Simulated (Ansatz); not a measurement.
# Ge2NH (singlet): wave-function methods side by side, cc-pVTZ

One table from this session's results is given with a row withheld; the runs are named, their logs left out.

The runs use Ansatz 0.2.0, Gaussian basis; cc-pVTZ, core rule «outside noble gas», up to 29 orbitals frozen.

To be run: UHF; CCSD(T) on RHF; CCSD(T) on UHF; BCCD(T) on RHF; CCSDT(Q) on RHF.

## The system

The geometry is a PBE0/def2-TZVP stationary point (not a proven minimum). No spin-orbit coupling is included. The filled d shell of Ge may be among the frozen orbitals whatever the setting's name suggests; the logs give the count.

4 atoms, charge 0, spin multiplicity 1.

Atoms are counted from 1 here; the program's logs count them from 0.

Bond lengths: Ge1–N2 1.675 Å, N2–Ge3 1.820 Å, Ge3–H4 1.609 Å. Angles: Ge1–N2–Ge3 169.6°, N2–Ge3–H4 95.4°.

The first run:

Input file in.yaml:

```yaml
crystal:
  periodic: [false, false, false]
  atoms:
    - {symbol: Ge, position_ang: [0.000037, -0.400092, 2.236409]}
    - {symbol: N, position_ang: [-0.000257, -0.268272, 0.566288]}
    - {symbol: Ge, position_ang: [0.000028, -0.454839, -1.244511]}
    - {symbol: H, position_ang: [0.000192, 1.123203, -1.558186]}
basis:
  gaussian: {orbitals: cc-pVTZ}
magnetization: {spin_polarized: true, initial_magnetization: 0}
hamiltonian: {xc: hf}
output: {orbitals: {seedname: orbitals}}
```

On the command line:

```bash
$ ansatz run in.yaml --threads 1 --pin off --events-out ev --progress --plain --max-ram 4096MiB --backend cpu
```

Steps of the session up to this table: UHF; CCSD(T) on RHF; CCSD(T) on UHF; BCCD(T) on RHF; CCSDT(Q) on RHF.

One of the session's tables, all rows but one given; the rest of the session is left out.

It belongs to the step «Misses and costs». 

| method | from RCCSDT(Q) (meV) |
| --- | --- |
| RHF | +11834.2 |
| UHF | +11831.2 |
| RMP2 | ? |
| RCCSD | +730.2 |
| RCCSD(T) | +75.5 |
| BCCD(T) | +70.6 |
| RCCSDT | +70.7 |
| RCCSDT(Q) | 0 |

Q: Estimate the row for RMP2 from the others.

**Answer.** from RCCSDT(Q) (meV): +1074.7. In the column «from RCCSDT(Q) (meV)» it lies between RCCSD (+730.2) and UHF (+11831.2).

Not comparable, so not listed: CCSD(T) on UHF (they don't share determinant, frozen orbitals or solution with the rows shown, or repeat one).

To keep in mind: Warnings: restricted reference is unstable; spin contamination; large T1 diagnostic.
